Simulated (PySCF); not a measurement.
# CH6BNO2: the cost of one run

The runs use PySCF 2.14.0, with density-fitted response routines of our own; the level of theory stands in each step. All values are computed, except where a source is named. Atoms are numbered from 0 throughout.

## Step 1: Starting geometry

11 atoms, charge 0, multiplicity 1; geometry from: GFN2-xTB. The atoms were then displaced at random by about 0.01 Å, so the start is not that level's minimum.

Bonds of the start (Å): N0–C1 1.49, C1–B2 1.63, B2–O3 1.32, B2–O4 1.35, N0–H5 1.00, N0–H6 1.04, C1–H7 1.09, C1–H8 1.12, O3–H9 0.99, O4–H10 0.96.

## Step 2: Geometry optimisation at PBE0-D3(BJ)/def2-SVP

What the job is given:

```
{"job": {"xc": "PBE0", "basis": "def2-SVP", "d3": "d3bj", "grid": 1, "shake": 0.01, "kind": "geom"}, "charge": 0, "multiplicity": 1}
N      1.689340    -0.041190    -0.450780
C      0.681150    -0.110190     0.642400
B     -0.854090    -0.087080     0.107570
O     -1.409400    -1.248600    -0.175070
O     -1.518360     1.061490    -0.151230
H      1.571320    -0.831130    -1.047890
H      1.467800     0.789640    -1.035090
H      0.927470    -1.019440     1.182030
H      0.897490     0.734130     1.340700
H     -2.332000    -1.157720    -0.513590
H     -1.082600     1.884270     0.085270
```

Launch:

```console
> OMP_NUM_THREADS=1 python probes_run.py task.json out
```

This one command runs all jobs of the session in turn.

Q: Estimate the wall time and peak memory of this first job on 1 thread of Arm Neoverse V1, shared host.

About 76 s, with a peak of 0.41 GiB.
